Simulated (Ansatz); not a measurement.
**Y2CI2: a single-point run**

Aim: a sound single-point run of Y2CI2. The structure is shown as the input types it.

Program: Ansatz 0.2.0. Level of theory: density functional or hybrid calculation with the settings of its input, plane waves (as first typed). These are calculated values, not measurements.

## (1) The structure to begin with

The structure is trigonal, space group P-3m1 (No. 164). Conventional cell: a = 3.858 Å, b = 3.858 Å, c = 10.470 Å, α = 90.00°, β = 90.00°, γ = 120.00°. Y (site symmetry 3m) is surrounded by 3 C at 2.58 Å and 3 I at 3.10 Å. C (site symmetry -3m) has 6 Y at 2.58 Å as nearest neighbours. Around I (site symmetry 3m) lie 3 Y at 3.10 Å.

As a file:

```
CELL_PARAMETERS angstrom
3.85754 0.00000 0.00000
-1.92877 3.34073 0.00000
0.00000 0.00000 10.47024
ATOMIC_POSITIONS crystal
Y 0.33333 0.66667 0.12508
Y 0.66667 0.33333 0.87492
C 0.00000 0.00000 0.00000
I 0.33333 0.66667 0.66924
I 0.66667 0.33333 0.33076
```

## (2) Input and run

The input, input.yaml:

```yaml
crystal:
  lattice:
    - [3.8575382416, 0.0, 0.0]
    - [-1.9287691208, 3.3407261133, 0.0]
    - [0.0, 0.0, 10.4702413079]
  atoms:
    - { symbol: "Y", position: [0.3333333333, 0.6666666667, 0.1250769446] }
    - { symbol: "Y", position: [0.6666666667, 0.3333333333, 0.8749230554] }
    - { symbol: C, position: [0.0, 0.0, 0.0] }
    - { symbol: I, position: [0.3333333333, 0.6666666667, 0.6692415155] }
    - { symbol: I, position: [0.6666666667, 0.3333333333, 0.3307584845] }
kpoints:
  mp_grid: { grid: [6, 6, 2] }
hamiltonian:
  xc: pbesol
scf:
  occupations: { method: fixed }
  n_extra_bands: 5
  max_iter: 86
output:
  forces: true
  stress: true
  eigenvalues: true
basis:
  ecutrho_ratio: 1
```

On the command line:

```bash
> ansatz run input.yaml --threads 4 --pin off --max-ram 4608MiB --backend cpu --events-out ev --progress --plain --runs-dir out
```

What happens when this is run?

The program finished normally, with warnings (cutoff below recommended). Its log warns: «basis.ecutrho_ratio = 1 (ecutrho = 420 eV) is below the records' recommended 1680 eV»

In the input, basis.ecutrho_ratio is 1. The grid or cutoff for the density and potential is too coarse for the wavefunction basis: a density holds Fourier components up to twice the waves' wavevector.

To check: delete basis.ecutrho_ratio (the default then holds).
